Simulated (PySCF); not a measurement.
# C4H10OSi: the cost of one run

Programs: PySCF 2.14.0, with density-fitted response routines of our own. Each step states its level of theory. These are calculated values for one molecule in the gas phase, unless marked as measured. Atoms count from 0, in the outputs and in this text.

## Step 1: Starting geometry

16 atoms, charge 0, multiplicity 1; geometry from: GFN2-xTB.

Bonds of the start (Å): O0–Si1 1.63, Si1–C2 1.91, C2–C3 1.53, C3–C4 1.53, C4–C5 1.53, C5–Si1 1.91, O0–H6 0.95, Si1–H7 1.46, C2–H8 1.09, C2–H9 1.09, C3–H10 1.09, C3–H11 1.09, C4–H12 1.09, C4–H13 1.09, C5–H14 1.09, C5–H15 1.09.

## Step 2: Ultraviolet spectrum: B3LYP/def2-SVPD

Job settings and geometry (Å):

```
{"job": {"kind": "uv", "xc": "B3LYP", "basis": "def2-SVPD", "nstates": 8, "ntriplets": 3}, "charge": 0, "multiplicity": 1}
O      2.516435     0.937880     0.202630
Si     1.091346     0.413431     0.798753
C      0.499970    -1.292481     0.177952
C     -0.686425    -0.991054    -0.744572
C     -1.457640     0.187428    -0.152818
C     -0.458682     1.309224     0.140365
H      2.679846     1.002756    -0.735012
H      1.340442     0.522338     2.228813
H      1.259738    -1.874297    -0.342440
H      0.158540    -1.904875     1.012119
H     -1.333509    -1.862545    -0.865007
H     -0.318291    -0.711458    -1.735348
H     -2.249326     0.518667    -0.828156
H     -1.924991    -0.129823     0.781886
H     -0.888233     2.031945     0.830715
H     -0.236819     1.851807    -0.781290
```

With the program's defaults for keys left out, this is: TDDFT B3LYP/def2-SVPD, vertical, gas phase, core orbitals frozen in the response.

The run is started by

```console
OMP_NUM_THREADS=1 python probes_run.py task.json out
```

The driver reads the jobs from task.json and runs them one after another.

Q: Estimate the wall time and peak memory of this job on 1 thread of AMD EPYC 9R45, shared host.

About 13 s, with a peak of 0.83 GiB.
